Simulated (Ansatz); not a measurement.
# AlB2N3: the cost of one run

Computed with Ansatz 0.2.0 (DFT PBE, scalar-relativistic, plane waves, PAW, unless a step's input says otherwise).

## 1. The system as given

It takes space group P-6m2 (No. 187, hexagonal). The conventional cell has a = 3.320 Å, b = 3.320 Å, c = 6.205 Å, α = 90.00°, β = 90.00°, γ = 120.00°. Al (site symmetry -6m2) has 3 N at 1.92 Å and 6 B at 2.46 Å as nearest neighbours. Around B (site symmetry 3m) lie 3 Al at 2.46 Å and 9 N at 2.46 to 2.47 Å. N (site symmetry -6m2) is surrounded by 3 N at 1.92 Å. N (site symmetry -6m2) is surrounded by 3 Al at 1.92 Å.

Coordinates:

```cif
data_structure
_symmetry_space_group_name_H-M 'P-6m2'
_symmetry_Int_Tables_number 187
_cell_length_a 3.3201
_cell_length_b 3.3201
_cell_length_c 6.2050
_cell_angle_alpha 90.000
_cell_angle_beta 90.000
_cell_angle_gamma 120.000
_cell_volume 59.24
loop_
_atom_site_label
_atom_site_type_symbol
_atom_site_symmetry_multiplicity
_atom_site_Wyckoff_symbol
_atom_site_fract_x
_atom_site_fract_y
_atom_site_fract_z
_atom_site_occupancy
Al1 Al 1 a 0.00000 0.00000 0.00000 1
B1 B 2 i 0.66667 0.33333 0.24807 1
N1 N 1 b 0.00000 0.00000 0.50000 1
N2 N 1 c 0.33333 0.66667 0.00000 1
N3 N 1 d 0.33333 0.66667 0.50000 1
```

The cell is invented: species swapped into a database cell of Ce2CuGe3 (P-6m2, No. 187), with B on the Ce sites, Al on the Cu sites and N on the Ge sites. The dimensions are guesses.

## 2. The guess as it stands, on a coarse mesh

Input file input.yaml:

```yaml
crystal:
  lattice:
    - [3.32012336, 0.0, 0.0]
    - [-1.66006168, 2.87531118, 0.0]
    - [0.0, 0.0, 6.20498811]
  atoms:
    - { symbol: Al, position: [0.0, 0.0, 0.0] }
    - { symbol: B, position: [0.66666667, 0.33333333, 0.248074] }
    - { symbol: B, position: [0.66666667, 0.33333333, 0.751926] }
    - { symbol: "N", position: [0.0, 0.0, 0.5] }
    - { symbol: "N", position: [0.33333333, 0.66666667, 0.0] }
    - { symbol: "N", position: [0.33333333, 0.66666667, 0.5] }
basis:
  ecutwfc: 420
kpoints:
  mp_grid: { grid: [6, 6, 4] }
hamiltonian:
  xc: pbe
scf:
  occupations: { method: gaussian, width: 0.1 }
  lower_state_search: "off"
output:
  forces: true
  stress: true
  eigenvalues: true
```

Launch:

```bash
$ ansatz run input.yaml --threads 1 --pin off --max-ram 2560MiB --backend cpu --events-out ev --progress --plain --runs-dir out
```

Q: Estimate wall time and peak memory on 1 thread of Arm Neoverse V2, shared host.

About 2.3 s, with a peak of 0.31 GiB.
